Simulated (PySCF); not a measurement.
# MoF₃: structure of the quartet

Where does quartet MoF₃ go from a PBE0 minimum start, is the end point a minimum, and what are its modes, charges and moments?

Program: PySCF 2.14.0. Level of theory: PBE0, basis Mo def2-TZVP with ECP28, F def2-TZVP, scalar-relativistic core potentials, no spin–orbit coupling, density fitting. These are calculated values, not measurements.

**1. Where the work starts**

4 atoms, charge 0, spin multiplicity 4.

Bond lengths: Mo1–F2 1.850 Å, Mo1–F3 1.850 Å, Mo1–F4 1.850 Å. Angles: F2–Mo1–F3 120.0°, F2–Mo1–F4 120.0°, F3–Mo1–F4 120.0°.

Z-matrix (Å, degrees; charge 0 multiplicity 4):
```
Mo
F  1 1.8497
F  1 1.8497 2 120.00
F  1 1.8497 2 120.00 3 180.00
```

**2. Finding the electronic state**

One driver script runs all steps and calls PySCF; scf.py shows how it sets up the SCF of each step. The optimiser is the driver's own. After this first run the driver tries any further starts and a stability analysis.

Contents of scf.py:

```python
from pyscf import gto, scf, dft
mol = gto.M(atom='''
Mo    -0.000000    -0.000000     0.000000
F     -1.849710     0.000000     0.000000
F      0.924850     1.601890     0.000000
F      0.924850    -1.601890     0.000000''',
    basis={'Mo': 'def2-TZVP', 'F': 'def2-TZVP'},
    ecp={'Mo': 'def2-TZVP'},
    charge=0, spin=3)
mf = dft.UKS(mol, xc='PBE0')
mf.grids.atom_grid = (50, 194)
aux = {'Mo': 'def2-universal-JKFIT', 'F': 'def2-universal-JKFIT'}
mf = mf.density_fit(auxbasis=aux)
mf.conv_tol = 1e-08
mf.diis_space = 10
mf.max_cycle = 60
mf.init_guess = 'minao'
mf.verbose = 4
mf.kernel()
```

Launch:

```bash
OMP_NUM_THREADS=4 python axn.py task.json out
```

Standard output:

```text
init E= -361.044389823275
[... the frontier-level lines of each cycle are left out ...]
cycle= 1 E= -367.52362630922  delta_E= -6.48  |g|= 0.717  |ddm|= 2.61
cycle= 2 E= -366.969497894491  delta_E= 0.554  |g|= 1.53  |ddm|= 0.941
cycle= 3 E= -367.675005032177  delta_E= -0.706  |g|= 0.171  |ddm|= 0.662
cycle= 4 E= -367.687442166597  delta_E= -0.0124  |g|= 0.0294  |ddm|= 0.173
cycle= 5 E= -367.687875818895  delta_E= -0.000434  |g|= 0.00313  |ddm|= 0.0278
cycle= 6 E= -367.68788613008  delta_E= -1.03e-05  |g|= 0.00124  |ddm|= 0.00597
cycle= 7 E= -367.68788782733  delta_E= -1.7e-06  |g|= 0.000311  |ddm|= 0.0022
cycle= 8 E= -367.687887950236  delta_E= -1.23e-07  |g|= 0.000198  |ddm|= 0.000607
cycle= 9 E= -367.687887960416  delta_E= -1.02e-08  |g|= 0.000102  |ddm|= 0.000121
cycle= 10 E= -367.687887964191  delta_E= -3.78e-09  |g|= 7.62e-06  |ddm|= 8.3e-05
Extra cycle  E= -367.687887964167  delta_E= 2.36e-11  |g|= 1.38e-05  |ddm|= 1.26e-05
converged SCF energy = -367.687887964167  <S^2> = 3.7579994  2S+1 = 4.0039977
```

This step, with its further starts and checks, took 29 s on 4 threads of Intel Xeon Platinum 8259CL at 2.50GHz (Skylake/Cascade Lake), shared host.

Energies from each starting density:

```csv
start,energy (Eh)
the minimal-basis guess,-367.687888
a thermally smeared density,-367.687888
a smeared PBE density,-367.687888
```

No lower solution of this spin turned up from the other starts or in the test of internal stability.

**3. Relaxing the quartet from the PBE0 minimum start**

The program finds D3h symmetry in the start, which this walk keeps. Threshold on the gradient: 0.0003 Eh/bohr, with a further test on the energy change.

Edit scf.py of step 2 so:

```diff
@@ -3,4 +3,4 @@
-Mo    -0.000000    -0.000000     0.000000
-F     -1.849710     0.000000     0.000000
-F      0.924850     1.601890     0.000000
-F      0.924850    -1.601890     0.000000''',
+Mo     0.000000    -0.000000     0.000000
+F     -1.849705     0.000000     0.000000
+F      0.924852     1.601891     0.000000
+F      0.924852    -1.601891     0.000000''',
@@ -17 +16,0 @@
-mf.init_guess = 'minao'
```

Energy and gradient, step by step:

```csv
step,energy (Eh),change (kJ/mol),largest symmetric gradient (Eh/bohr)
0,-367.687888,0.00,0.00000
```

The walk took 4 s.

Geometry (Å) and forces (eV/Å) at some steps:

```
step 0
Mo   0.000   0.000   0.000   0.010   0.000   0.000
F   -1.850   0.000   0.000   0.006   0.000   0.000
F    0.925   1.602   0.000  -0.008   0.009   0.000
F    0.925  -1.602   0.000  -0.008  -0.009   0.000
```

After 0 steps and 0.0 kJ/mol it ends at D3h: Mo–F 1.850 Å (×3); F–Mo–F 120.0° (×3).

**4. Frequencies**

On the finer grid the gradient is checked again; gradients at displacements of ±0.02 bohr then give force constants and infrared intensities.

Edit scf.py of step 3 so:

```diff
@@ -3 +3 @@
-Mo     0.000000    -0.000000     0.000000
+Mo     0.000000     0.000000     0.000000
@@ -11 +11 @@
-mf.grids.atom_grid = (50, 194)
+mf.grids.atom_grid = (75, 302)
@@ -14 +14 @@
-mf.conv_tol = 1e-08
+mf.conv_tol = 1e-10
```

The driver hands on the density of the step before, so the log starts near convergence.

SCF at the final geometry:

```text
init E= -367.688152345681
[... the frontier-level lines of each cycle are left out ...]
cycle= 1 E= -367.688152345669  delta_E= 1.22e-11  |g|= 7.1e-06  |ddm|= 4.79e-06
Extra cycle  E= -367.688152345622  delta_E= 4.74e-11  |g|= 1.42e-05  |ddm|= 9.18e-06
converged SCF energy = -367.688152345622  <S^2> = 3.7580015  2S+1 = 4.0039987
```

The whole step took 79 s.

Geometry: D3h; Mo–F 1.850 Å (×3); F–Mo–F 120.0° (×3).

Modes, for the most abundant isotopes:

```tsv
symmetry	ω (cm⁻¹)	IR (km/mol)	μ (u)
a2''	151	17.8	27.01
e'	168	16.4	21.13
a1'	678	0.0	19.00
e'	706	423	23.62
```

μ is the mass of the mode for normalised Cartesian displacements, not the reduced mass of the usual diatomic formula.

All wavenumbers are real: a minimum.

Properties at this point:

```yaml
Dipole_moment: 0.00 D
Highest_occupied_level: -7.33 eV
Lowest_empty_level: -2.69 eV
Rotational_constants: 0.1729, 0.1729, 0.08645 cm⁻¹
Zero-point_energy: 15.4 kJ/mol
Principal_polarisabilities: 31.3, 33.8, 33.8 bohr³
Atomisation_energy_without_zero-point_energy: 1458 kJ/mol
Principal_traceless_quadrupole_moments_about_the_centre_of_mass: -3.72, -3.72, 7.44 D Å
Entropy_at_298.15_K_and_1_bar_electronic_part_spin_only: 312.5 J/(mol K)
Heat_capacity_Cp_at_298.15_K: 67.5 J/(mol K)
Enthalpy_at_298.15_K_above_0_K: 15.71 kJ/mol
Rotational_symmetry_number: 6
Spin_squared_⟨S²⟩: 3.758
```

Populations by atom (charges in e):

```tsv
atom	Mulliken	Löwdin	polar tensor	spin (Mulliken)	Mayer order to Mo1
Mo1	1.42	0.82	2.00	2.94	–
F2,3,4	-0.47	-0.27	-0.67	0.02	0.85
```

Mulliken populations on Mo1 (outside its core potential): s 2.33, p 6.16, d 4.03, f 0.06.

**5. Outcome**

| quantity | value |
| --- | --- |
| minimum | quartet, D3h |
| geometry | Mo–F 1.850 Å (×3); F–Mo–F 120.0° (×3) |
| wavenumbers (cm⁻¹) | 151 (a2''), 168 (e'), 678 (a1'), 706 (e') |
| dipole moment | 0.00 D |
| highest occupied, lowest empty level (either spin) | -7.33, -2.69 eV |
| polar-tensor charge of Mo1 | +2.00 e |
| zero-point energy | 15.4 kJ/mol |
| entropy at 298.15 K | 312.5 J/(mol K) |
| atomisation energy (no zero-point energy) | 1458 kJ/mol |
| ⟨S²⟩ | 3.758 |

**Reading.** The molecule stays D3h, as typed, and the end point is a minimum. In the infrared the band at 706 cm⁻¹ (e', stretch) leads. The dipole vanishes although Mo1 carries +2.0 e by the polar tensor: the bond dipoles cancel. Most of the spin sits on Mo1 (Mulliken spin 2.94, against 3 for the whole molecule). Other starts or spin states, not run here, may lie lower. One determinant may miss the lowest occupation of an open d or f shell.

The search up to here took 1.9 min.
